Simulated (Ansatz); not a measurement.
From input file to script: CH4F2SeSi, SMILES C[Si](F)(F)[SeH] in Ansatz 0.2.0.

```yaml
crystal:
  periodic: [false, false, false]
  atoms:
    - { symbol: C, position_ang: [-0.6676, -0.9812, -0.1683] }
    - { symbol: Si, position_ang: [0.7208, 0.2427, -0.2899] }
    - { symbol: F, position_ang: [1.9234, -0.2718, 0.7252] }
    - { symbol: F, position_ang: [1.3706, 0.3015, -1.8782] }
    - { symbol: Se, position_ang: [0.0442, 2.323, 0.3161] }
    - { symbol: H, position_ang: [-0.3857, -1.9351, -0.4843] }
    - { symbol: H, position_ang: [-1.0649, -0.9631, 0.8673] }
    - { symbol: H, position_ang: [-1.4881, -0.5767, -0.8622] }
    - { symbol: H, position_ang: [-0.3644, 1.8144, 1.7572] }
basis:
  gaussian:
    orbitals: def2-SVP
hamiltonian:
  xc: r2scan
  dispersion: d3bj
scf:
  lower_state_search: "off"
relax:
  f_tol: 0.01
  max_steps: 100
```

The script, `run_opt.py`:
```python
import itertools

import ansatz as az
from ase.data import atomic_numbers, covalent_radii
import numpy as np
import pandas as pd

GEOMETRY = """
C    -0.66760   -0.98120   -0.16830
Si    0.72080    0.24270   -0.28990
F     1.92340   -0.27180    0.72520
F     1.37060    0.30150   -1.87820
Se    0.04420    2.32300    0.31610
H    -0.38570   -1.93510   -0.48430
H    -1.06490   -0.96310    0.86730
H    -1.48810   -0.57670   -0.86220
H    -0.36440    1.81440    1.75720
"""

geometry = az.Crystal.molecule()
for line in GEOMETRY.strip().splitlines():
    symbol, *xyz = line.split()
    geometry = geometry.atom(symbol, [float(v) for v in xyz])

setup = (
    geometry.calculation()
    .basis(gaussian="def2-SVP")
    .functional("r2scan", dispersion="d3bj")
    .scf(lower_state_search="off")
)
symbols = [site.symbol for site in geometry.cartesian_sites]
start = np.array([site.position_ang for site in geometry.cartesian_sites], dtype=float)
def progress(event):
    if event["event"] == "relax_step":
        row = event["data"]
        print(f"step {row['step']:3d}  E = {row['lagrangian_ev']:.6f} eV  largest force component {row['allowed_force_max_ev_ang']:.4f} eV/A")


data = setup.relax(force_tolerance=0.01, max_steps=100).session().plan().execute(on_event=progress).report
end = np.array(data["positions_ang"])

for key in ("converged", "free_energy_ev", "reference_energy_ev", "n_frozen", "n_occupied", "n_virtual"):
    print(f"{key:22s} {data[key]}")

radius = [covalent_radii[atomic_numbers[s]] for s in symbols]
span = lambda where, i, j: np.linalg.norm(where[i] - where[j])
bonded = [(i, j) for i, j in itertools.combinations(range(len(symbols)), 2) if min(span(start, i, j), span(end, i, j)) < 1.2 * (radius[i] + radius[j])]
print("pair        before    after (A)")
for i, j in bonded:
    print(f"{symbols[i]}{i}-{symbols[j]}{j}".ljust(10), f"{span(start, i, j):8.4f} {span(end, i, j):8.4f}")

charges = data["charge_distribution"]
table = pd.DataFrame({"atom": symbols, "mulliken": charges["mulliken_charges_e"], "lowdin": charges["lowdin_charges_e"]})
print(table.round(3).to_string())
print("dipole (e A):", np.round(charges["dipole_moment_e_ang"], 4) + 0.0)
```

```console
$ python run_opt.py
DeckWarning: the engine holds no damping parameters fitted to this dispersion correction and functional, so the run takes those fitted to r2scan beside the three-body term, which d3bj leaves out (hamiltonian.dispersion, under Limitations)
step   1  E = -79748.146523 eV  largest force component 2.9923 eV/A
step   2  E = -79748.458152 eV  largest force component 1.5576 eV/A
step   3  E = -79748.550712 eV  largest force component 0.9725 eV/A
step   4  E = -79748.566844 eV  largest force component 0.3448 eV/A
step   5  E = -79748.577401 eV  largest force component 0.2018 eV/A
step   6  E = -79748.580224 eV  largest force component 0.0735 eV/A
step   7  E = -79748.581362 eV  largest force component 0.0304 eV/A
step   8  E = -79748.581474 eV  largest force component 0.0046 eV/A
converged              True
free_energy_ev         -79748.58148287582
reference_energy_ev    -79748.52474999965
n_frozen               0
n_occupied             [38, 38]
n_virtual              [74, 74]
pair        before    after (A)
C0-Si1       1.8548   1.8448
C0-H5        1.0437   1.1021
C0-H6        1.1093   1.1012
C0-H7        1.1482   1.1002
Si1-F2       1.6557   1.6187
Si1-F3       1.7171   1.6170
Si1-Se4      2.2699   2.2628
Se4-H8       1.5819   1.4723
  atom  mulliken  lowdin
0    C    -0.375  -0.139
1   Si     0.954   0.018
2    F    -0.332  -0.013
3    F    -0.335  -0.010
4   Se    -0.267   0.046
5    H     0.095   0.033
6    H     0.087   0.030
7    H     0.095   0.031
8    H     0.077   0.004
dipole (e A): [-0.46   -0.2139  0.1974]
```
(Warnings from the package without file and line.)

Notes:
- The settings weren't tested for convergence.
- The end point is the stationary point reached from this start; no frequency run checks that it is a minimum, and the basis set is modest.
- The Löwdin charges here are taken after orthogonalising the functions within each atom; they differ from plain Löwdin charges, and their signs can be unphysical.
- Total less reference energy is the dispersion correction.
- A dispersion term here runs with damping parameters fitted for another variant or functional.
- Wall time of the script: 13 s on 1 thread of AMD EPYC 9R45 96-Core Processor (Zen 5) (shared host), peak memory 0.27 GiB.

(Lines on the test bed's own set-up are left out of the output.)
